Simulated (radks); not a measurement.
# Ionisation of Gd⁺: one atom, several choices of exchange strength α

An exercise on one series of results from a longer session: the logs are not shown, and one member is left open.

Program: radks (a radial shooting solver on a logarithmic mesh, Libxc functionals) version 1. Level of theory: scalar-relativistic Kohn-Sham, spin-unpolarised, spherical densities, finite nucleus. These are calculated values, not measurements, unless marked.

### Starting point

| Quantity | Value |
| --- | --- |
| element | gadolinium (Z = 64) |
| charge | +1 |
| electrons | 63 |
| configuration | [Xe] 4f7 5d1 6s1 |
| ion | Gd²⁺, [Xe] 4f7 5d1 |
| choices | α = 0.667; α = 0.722; α = 0.764; α = 0.779; α = 0.987; α = 0.999; α = 1.03 |

Outer shells as boxes (Hund's rule):

Gd⁺
```
[Xe] core
4f [↑ ][↑ ][↑ ][↑ ][↑ ][↑ ][↑ ]
5d [↑ ][  ][  ][  ][  ]
6s [↑ ]
```

Gd²⁺
```
[Xe] core
4f [↑ ][↑ ][↑ ][↑ ][↑ ][↑ ][↑ ]
5d [↑ ][  ][  ][  ][  ]
```

The first run:

The run's settings:

```text
Z 64
configuration [Xe] 4f7 5d1 6s1
relativity scalar-relativistic
functional xalpha 0.667
spin unpolarised
nucleus finite rms 5.1569 fm
c 137.035999084
```

Among the steps run: α = 0.667: Gd⁺.

One of the session's tables, all rows but one given; the rest of the session is left out.

It belongs to the step «α = 0.667: Gd⁺». Sizes of the orbitals, from the radial functions (bohr):

| level | <r> | outermost maximum (interpolated) | 90 % within | nodes |
| --- | --- | --- | --- | --- |
| 4s | 0.5532 | 0.516 | 0.795 | 3 |
| 4p | 0.5856 | 0.538 | 0.852 | 2 |
| 4d | 0.6364 | 0.559 | 0.956 | 1 |
| 5s | 1.332 | 1.19 | 1.92 | 4 |
| 5p | 1.562 | 1.35 | 2.29 | 3 |
| 4f | ? | ? | ? | ? |
| 6s | 3.691 | 3.22 | 5.37 | 5 |
| 5d | 2.618 | 1.96 | 4.17 | 2 |

Estimate the missing values for 4f.

The run gave: <r>: 0.8670; outermost maximum (interpolated): 0.566; 90 % within: 1.49; nodes: 0. In the column «<r>» it lies between 4d (0.6364) and 5s (1.332).

Caveats from the session: Spin polarisation and multiplet splitting are left out, so open shells lie too high by an amount that depends on their filling.
